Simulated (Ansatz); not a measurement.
**CH₃BClF: up Jacob's ladder to CCSD(T)**

An exercise on one series of results from a longer session: the logs are not shown, and one member is left open.

Method: functionals in def2-TZVPP, the program's frozen cores in correlated methods; program: Ansatz 0.2.0, Gaussian basis.

Plan: LDA (SPW92), PBE-D4, revPBE-D4, BLYP-D4, r2SCAN-D4, B97M-V, PBE0-D4, B3LYP-D4, r2SCANh-D4, r2SCAN0-D4, HSE06-D4, BHLYP-D4, CAM-B3LYP-D4, LC-ωPBE, ωB97X-V, ωB97M-V, B2PLYP, PBE-QIDH; CCSD(T)/def2-SVP; CCSD(T)/def2-TZVPP; MP2/def2-QZVPP; extrapolation to the limit; RPA on PBE.

1 further run of the same task is left out (it didn't finish).

## Structure used throughout

All runs share one geometry, relaxed beforehand with PBE0-D4 in a triple-zeta def2 set.

SMILES `BC(F)Cl`, 7 atoms, charge 0, spin multiplicity 1.

Atoms are counted from 1 here; the program's logs count them from 0.

Bond lengths: B1–C2 1.550 Å, B1–H5 1.191 Å, B1–H6 1.190 Å, C2–F3 1.337 Å, C2–Cl4 1.871 Å, C2–H7 1.088 Å. Angles: C2–B1–H5 118.3°, C2–B1–H6 118.0°, H5–B1–H6 123.4°, B1–C2–F3 121.2°, B1–C2–Cl4 77.2°, B1–C2–H7 124.3°, F3–C2–Cl4 110.3°, F3–C2–H7 110.1°, Cl4–C2–H7 105.2°.

The first run:

in.yaml

```yaml
crystal:
  periodic: [false, false, false]
  atoms:
    - {symbol: B, position_ang: [-0.329337, 0.790041, 0.065938]}
    - {symbol: C, position_ang: [0.551832, -0.481111, -0.038057]}
    - {symbol: F, position_ang: [1.012143, -1.095017, 1.056494]}
    - {symbol: Cl, position_ang: [-1.150604, -1.121250, -0.475020]}
    - {symbol: H, position_ang: [-0.433983, 1.484441, -0.895719]}
    - {symbol: H, position_ang: [-0.766044, 1.080449, 1.134349]}
    - {symbol: H, position_ang: [1.177293, -0.725655, -0.893784]}
basis:
  gaussian: {orbitals: def2-TZVPP}
hamiltonian: {xc: lda}
output: {orbitals: {seedname: orbitals}}
```

Command:

```sh
> ansatz run in.yaml --threads 2 --pin off --events-out ev --progress --plain --max-ram 4352MiB
```

Steps of the session up to this table: LDA; PBE-D4 (GGA); revPBE-D4 (GGA); BLYP-D4 (GGA); r2SCAN-D4 (meta-GGA); B97M-V (meta-GGA); PBE0-D4 (hybrid); B3LYP-D4 (hybrid); r2SCANh-D4 (hybrid); r2SCAN0-D4 (hybrid); HSE06-D4 (hybrid); BHLYP-D4 (hybrid); CAM-B3LYP-D4 (range-separated); LC-ωPBE (range-separated); ωB97X-V (range-separated); ωB97M-V (range-separated); B2PLYP (double hybrid); PBE-QIDH (double hybrid).

One of the session's tables, all rows but one given; the rest of the session is left out.

It belongs to the step «Frontier levels by functional». 

```
  functional  HOMO (eV)  gap (eV)
 LDA (SPW92)      -7.76      5.62
      PBE-D4      -7.63      5.75
   revPBE-D4      -7.57      5.80
     BLYP-D4      -7.54      5.76
   r2SCAN-D4      -7.96      6.41
      B97M-V      -8.08      6.50
     PBE0-D4      -9.11      8.27
    B3LYP-D4      -8.88      7.77
  r2SCANh-D4      -8.51      7.33
  r2SCAN0-D4      -9.33      8.69
    HSE06-D4      -8.70      7.48
    BHLYP-D4     -10.48     10.66
CAM-B3LYP-D4     -10.54     10.77
     LC-ωPBE     -11.89     13.37
     ωB97X-V     -11.54     12.90
     ωB97M-V          ?         ?
```

**Question.** Estimate the row for ωB97M-V.

The run gave: HOMO (eV): -11.41; gap (eV): 12.50. In the column «HOMO (eV)» it lies between ωB97X-V (-11.54) and CAM-B3LYP-D4 (-10.54).
